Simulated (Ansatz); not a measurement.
# C2H6FNO2W: small, medium and large basis sets

One table from this session's results is given with a row withheld; the runs are named, their logs left out.

Computed with Ansatz 0.2.0, Gaussian basis. Level: one geometry, several basis sets.

Plan: PBE0-D4/def2-SVP; ωB97M-V/def2-SVP; PBE0-D4/def2-QZVPP; ωB97M-V/def2-QZVPP; the functionals' def2-TZVPP values are taken from earlier runs.

## Structure used throughout

All runs share one geometry, relaxed beforehand with PBE0-D4 in a triple-zeta def2 set. W takes the def2 core potential; no spin-orbit term is included.

SMILES `C[N]=[W](=[O])([F])[O]C`, 13 atoms, charge 0, spin multiplicity 1.

Atoms are counted from 1 here; the program's logs count them from 0.

Bond lengths: C1–N2 1.420 Å, C1–H8 1.094 Å, C1–H9 1.095 Å, C1–H10 1.096 Å, N2–W3 1.744 Å, W3–O4 1.708 Å, W3–F5 1.877 Å, W3–O6 1.865 Å, O6–C7 1.406 Å, C7–H11 1.092 Å, C7–H12 1.093 Å, C7–H13 1.093 Å. Angles: N2–C1–H8 110.2°, N2–C1–H9 110.3°, N2–C1–H10 111.5°, H8–C1–H9 107.6°, H8–C1–H10 108.7°, H9–C1–H10 108.5°, C1–N2–W3 154.9°, N2–W3–O4 108.0°, N2–W3–F5 108.5°, N2–W3–O6 107.6°, O4–W3–F5 110.8°, O4–W3–O6 109.4°, F5–W3–O6 112.3°, W3–O6–C7 137.6°, O6–C7–H11 108.8°, O6–C7–H12 111.0°, O6–C7–H13 109.5°, H11–C7–H12 109.3° and more.

The first run:

in.yaml reads:

```yaml
crystal:
  periodic: [false, false, false]
  atoms:
    - {symbol: C, position_ang: [0.741379, -2.010654, 0.947791]}
    - {symbol: N, position_ang: [0.754384, -0.630694, 0.615040]}
    - {symbol: W, position_ang: [0.376443, 1.054888, 0.854864]}
    - {symbol: O, position_ang: [-0.578864, 1.185776, 2.265023]}
    - {symbol: F, position_ang: [1.984742, 2.003528, 1.048798]}
    - {symbol: O, position_ang: [-0.611878, 1.628213, -0.619586]}
    - {symbol: C, position_ang: [-1.116800, 1.076374, -1.810640]}
    - {symbol: H, position_ang: [1.762870, -2.371036, 1.104355]}
    - {symbol: H, position_ang: [0.306304, -2.593651, 0.129902]}
    - {symbol: H, position_ang: [0.159897, -2.199689, 1.856869]}
    - {symbol: H, position_ang: [-0.908347, 1.764900, -2.632667]}
    - {symbol: H, position_ang: [-0.651266, 0.110010, -2.022943]}
    - {symbol: H, position_ang: [-2.198365, 0.947233, -1.722107]}
basis:
  gaussian: {orbitals: def2-SVP}
hamiltonian: {xc: pbe0, dispersion: d4}
output: {orbitals: {seedname: orbitals}}
```

The run is started by

```console
> ansatz run in.yaml --threads 2 --pin off --events-out ev --progress --plain --max-ram 32768MiB --backend cpu
```

Among the steps run: PBE0-D4 in def2-SVP; ωB97M-V in def2-SVP; PBE0-D4 in def2-QZVPP; ωB97M-V in def2-QZVPP.

One of the session's tables, all rows but one given; the rest of the session is left out.

| functional | basis | HOMO (eV) |
| --- | --- | --- |
| PBE0-D4 | def2-SVP | -7.61 |
| PBE0-D4 | def2-TZVPP | -7.64 |
| PBE0-D4 | def2-QZVPP | -7.66 |
| ωB97M-V | def2-SVP | -9.85 |
| ωB97M-V | def2-TZVPP | -9.89 |
| ωB97M-V | def2-QZVPP | ? |

Q: Estimate the row for ωB97M-V, def2-QZVPP from the others.

As computed: HOMO (eV): -9.91. In the column «HOMO (eV)» it is the lowest.
